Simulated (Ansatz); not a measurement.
# ClH3NOSi: the cost of one run

All numbers are computed with Ansatz 0.2.0 through its Python package. Level of theory: PBE/def2-SVP.

## 1. The structure

Bond lengths: N1–Si2 1.705 Å, Si2–O3 1.624 Å, Si2–Cl4 1.975 Å, N1–H5 1.084 Å, Si2–H6 1.484 Å, O3–H7 0.983 Å. Angles: N1–Si2–O3 97.8°, N1–Si2–Cl4 112.8°, N1–Si2–H6 113.0°, O3–Si2–Cl4 105.1°, O3–Si2–H6 113.4°, Cl4–Si2–H6 113.4°, Si2–N1–H5 106.7°, Si2–O3–H7 110.3°.

The script holds or builds the structure itself.

## 2. The code

clh3nosi.py

```python
"""Potential curve of ClH3NOSi along one bond."""

import ansatz
import matplotlib.pyplot as plt
import numpy as np

system = (
    ansatz.Crystal.molecule()
    .atom("N", [-0.0506, 1.0565, -0.788])
    .atom("Si", [-0.1573, -0.1795, 0.3812])
    .atom("O", [1.3192, -0.8186, 0.1623])
    .atom("Cl", [-1.419, -1.6105, -0.1293])
    .atom("H", [-1.0257, 1.528, -0.8335])
    .atom("H", [-0.3776, 0.3379, 1.7546])
    .atom("H", [1.7723, -0.3817, -0.593])
)

symbols = [site.symbol for site in system.cartesian_sites]
start = np.array([site.position_ang for site in system.cartesian_sites])
axis = (start[3] - start[1]) / np.linalg.norm(start[3] - start[1])
moving = [3]
lengths, energies = [1.68, 1.82, 1.97, 2.17, 2.47, 2.96, 3.55, 4.34], []
for length in lengths:
    xyz = start.copy()
    xyz[moving] += (length - np.linalg.norm(start[3] - start[1])) * axis
    point = ansatz.Crystal.molecule()
    for symbol, place in zip(symbols, xyz):
        point = point.atom(symbol, place.tolist())
    base = point.calculation()
    base = base.basis(gaussian="def2-SVP")
    base = base.functional("PBE").spin("collinear", total=1)
    r = base.run(threads=1).report
    energies.append(r["free_energy_ev"])
    print(f"r = {length:6.3f} A  E = {energies[-1]:.5f} eV  <S^2> = {abs(r['mean_field']['state']['spin_squared']):.3f}")

print("energy above the lowest point (eV):", [round(e - min(energies), 3) for e in energies])
plt.figure(figsize=(4.5, 3))
plt.plot(lengths, np.array(energies) - min(energies), "o-")
plt.xlabel("bond length (A)")
plt.ylabel("E - E(min) (eV)")
plt.tight_layout()
plt.savefig("scan.png", dpi=100)
```

## 3. Launch

Command:

```sh
> python clh3nosi.py
```

What time and memory should one allow on 1 thread of Arm Neoverse V1, shared host?

About 79 s, with a peak of 0.27 GiB.
